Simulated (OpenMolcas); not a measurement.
**Pt²⁺ among point charges: CASSCF and CASPT2 levels and susceptibility**

How does a field of 6 point charges split the states of Pt²⁺, and what χT follows?

The numbers are computed with OpenMolcas 26.06 (state-averaged CASSCF and CASPT2, spin-orbit coupling by RASSI with atomic mean-field integrals), except any that are marked as measured or tabulated.

## Step 1: The atom as given

```
Species                           : Pt²⁺ (platinum, Z = 78, 76 electrons)
Basis                             : ANO-RCC-VDZP [7s6p4d2f], 59 functions
Scalar Hamiltonian                : DKH2, point nucleus
Inactive shells                   : 1s 2s 2p 3s 3p 3d 4s 4p 4d 4f 5s 5p
Active space                      : 8 electrons in 5 orbitals (5d)
Some configurations of this space : 5d8
Orbitals                          : optimised for each spin and parity, averaged over all roots
```

The outer shells:

5d8
```
5d [↑↓][↑↓][↑↓][↑ ][↑ ]
```

The ion sits among 6 point charges of -1.7 e arranged as an octahedron (Oh), 2.04 Å from the ion.

The work runs as a chain of OpenMolcas steps in one folder; each step below is one input file. Labels, J, g values, rates, χT and fits are worked out afterwards by a script from the matrices that RASSI stores. The input lists half of the charges; inversion (Group=XYZ) makes the rest.

## Step 2: One- and two-electron integrals

Input file a.inp:

```
&GATEWAY
Coord
1

Pt 0.0 0.0 0.0
Basis=ANO-RCC-VDZP
Group=XYZ
NoMove
AngMom=0.0 0.0 0.0
AMFI
XField
3 Angstrom 0
2.040000 0.000000 0.000000 -1.700000
0.000000 2.040000 0.000000 -1.700000
0.000000 0.000000 2.040000 -1.700000
&SEWARD
```

Run with:

```bash
$ OMP_NUM_THREADS=1 MOLCAS_MEM=1689 MOLCAS_PROJECT=a pymolcas a.inp > a.log
```

## Step 3: CASSCF: triplets of even parity, 10 roots

Input file a.inp:

```
&RASSCF
FileOrb=start.orb
Symmetry=1
Spin=3
nActEl=8 0 0
Inactive=15 19
Ras2=5 0
CIRoot=10 10 1
SDav=10
CIMx=300
Iter=120 100
PrWF=0.3
OrbListing=Nothing
MaxOrb=0
>>> COPY $Project.JobIph JOB001
```

start.orb holds the contracted functions of the basis, ordered by shell, or the orbitals of the step before.

## Step 4: Reference wave functions, singlets of even parity, 15 roots

Input file a.inp:

```
&RASSCF
FileOrb=start.orb
Symmetry=1
Spin=1
nActEl=8 0 0
Inactive=15 19
Ras2=5 0
CIRoot=15 15 1
SDav=15
CIMx=300
Iter=120 100
PrWF=0.3
OrbListing=Nothing
MaxOrb=0
>>> COPY $Project.JobIph JOB002
```

## Step 5: State interaction with spin-orbit coupling

Input file a.inp:

```
&RASSI
NrOfJobIphs=2 10 15
1 2 3 4 5 6 7 8 9 10
1 2 3 4 5 6 7 8 9 10 11 12 13 14 15
IphNames
JOB001
JOB002
EJob
SpinOrbit
DIPRint=1.0
SOCoupling=1000.0
Subsets=2
Property=9
'ANGMOM' 1 'ANGMOM' 2 'ANGMOM' 3 'MLTPL  1' 1 'MLTPL  1' 2 'MLTPL  1' 3
'AMFI' 1 'AMFI' 2 'AMFI' 3
SOProperty=3
'ANGMOM' 1 'ANGMOM' 2 'ANGMOM' 3
```

## Step 6: CASPT2: IPEA 0.25, imaginary shift 0.1 (closed shells correlated: 5s 5p)

Input file a.inp:

```
>>> COPY JOB001 $Project.JobIph
&CASPT2
Multistate=10 1 2 3 4 5 6 7 8 9 10
NoMult
Frozen=14 16
IPEA=0.25
Imaginary=0.1
MaxIter=60
WThr=0.0 0.3 0.05
PrWF=0.5
NoMix
>>> COPY JOB002 $Project.JobIph
&CASPT2
Multistate=15 1 2 3 4 5 6 7 8 9 10 11 12 13 14 15
NoMult
Frozen=14 16
IPEA=0.25
Imaginary=0.1
MaxIter=60
WThr=0.0 0.3 0.05
PrWF=0.5
NoMix
```

(Steps that only read results are left out.)

Before running it: what results should come out? Wanted: spin-free ground state; first state of the same spin within the active space; lowest level; next level.

As calculated:

| quantity | value |
| --- | --- |
| method | SS-CASPT2, IPEA 0.25, imaginary shift 0.1 (closed shells correlated: 5s 5p) |
| spin-free ground state | 3A2, 1-fold in its orbital part |
| first state of the same spin within the active space | 3T2 at 11300 cm⁻¹ |
| lowest level | 3-fold T2 |
| next level | 7622.3 cm⁻¹ |
| χT at 300 K | 2.20 cm³ K/mol |
| effective moment at 300 K | 4.20 μB |

Cost by method:

```tsv
method	time of its own steps	time with the reference
A. CASSCF	5.4 s	5.4 s
B. SS-CASPT2, IPEA 0.25, imaginary shift 0.1, +5s 5p	2.2 s	7.6 s
```

Times are of one thread on a shared host.

**Reading.** The spin-free ground state (3A2) comes to 100 % from free-ion F terms and keeps the highest spin of the shell. χT at 300 K is 2.20, against 1.00 cm³ K/mol for the spin alone, so orbital moment adds to it. A ligand-field fit to the states below 45000 cm-1 gives 10Dq = 11195 cm-1, B = 790 cm-1 and C = 3013 cm-1 (C/B = 3.81), with a deviation of 325 cm-1. CASPT2 does not keep the components of a term degenerate, and the means are used. The field of point charges can differ much from that of real complexes. Point charges carry no covalency, so the field is a model and not that of real ligands.
